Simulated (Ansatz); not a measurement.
## ClFH5NSi2, SMILES N[Si](F)([SiH3])Cl: a ladder of methods at one geometry

Run with Ansatz 0.2.0, Python API.

`methods.py`:
```python
# -*- coding: utf-8 -*-
"""ClFH5NSi2 at several levels of theory."""

from pathlib import Path

import ansatz as az
import numpy as np

BASIS_SET = "cc-pVDZ"

geometry = (
    az.Crystal.molecule()
    .atom("N", (-0.9906, 1.423, -0.3657))
    .atom("Si", (0.1037, 0.2335, -0.6643))
    .atom("F", (-0.3506, -0.3934, -2.0868))
    .atom("Si", (0.3268, -1.3706, 0.9887))
    .atom("Cl", (1.9027, 1.189, -0.9235))
    .atom("H", (-1.2799, 1.8739, -1.2876))
    .atom("H", (-0.5467, 2.2225, 0.1286))
    .atom("H", (0.661, -0.7494, 2.2932))
    .atom("H", (1.2952, -2.3838, 0.7119))
    .atom("H", (-1.0385, -2.096, 1.2084))
)

calc = geometry.calculation().basis(gaussian=BASIS_SET)

print("functional    E (Ha)        dipole (D)   HOMO (eV)  LUMO (eV)")
for name in ["pbe0", "lda", "r2scan0", "pbe", "lc_wpbe"]:
    r = calc.functional(name).forces().orbitals().run(threads=1, runs_dir="runs").report
    lines = Path(r["orbitals_path"]).read_text().splitlines()
    field_of = lambda key: [line.split("=")[1].strip() for line in lines if line.startswith(key)]
    orbitals = [(27.211386 * float(e), s, float(n)) for e, s, n in zip(field_of("Ene="), field_of("Spin="), field_of("Occup="))]
    homo = max(e for e, _, n in orbitals if n > 0.5)
    lumo = min(e for e, _, n in orbitals if n < 0.5)
    dipole = 4.803205 * np.linalg.norm(r["charge_distribution"]["dipole_moment_e_ang"])
    print(f"{name:10s} {r['free_energy_ev'] / 27.211386246:14.6f} {dipole:9.3f} {homo:11.3f} {lumo:10.3f}")
```

```console
$ python methods.py
functional    E (Ha)        dipole (D)   HOMO (eV)  LUMO (eV)
pbe0         -1196.356544     1.574      -8.173     -0.190
lda          -1191.976531     1.584      -6.726     -1.160
r2scan0      -1196.729085     1.598      -8.438     -0.067
pbe          -1196.248551     1.522      -6.622     -1.000
lc_wpbe      -1196.510131     1.537     -10.952      2.051
```

Caveats:
- Total energies depend on the basis set; only differences at equal settings carry meaning.
- The geometry is a force-field or estimated start, not a minimum of this method, and the basis set is short of its limit. A lower total doesn't mark the better method: functionals have no common bound, and MP2 and coupled cluster aren't variational.
- Levels such as HOMO and LUMO are orbital energies: with these approximate functionals they aren't the ionisation energy and electron affinity, and their gap isn't the fundamental gap.
- For Al to Cl the sets with a tight d function, cc-pV(X+d)Z, are usual.
- The whole script took 31 s on 1 thread of Arm Neoverse V1, with other jobs on the host, peak memory 0.33 GiB.

(A comment or docstring line of the script was reworded after the run, the code is as it ran; lines on the test bed's own set-up are left out of the output.)
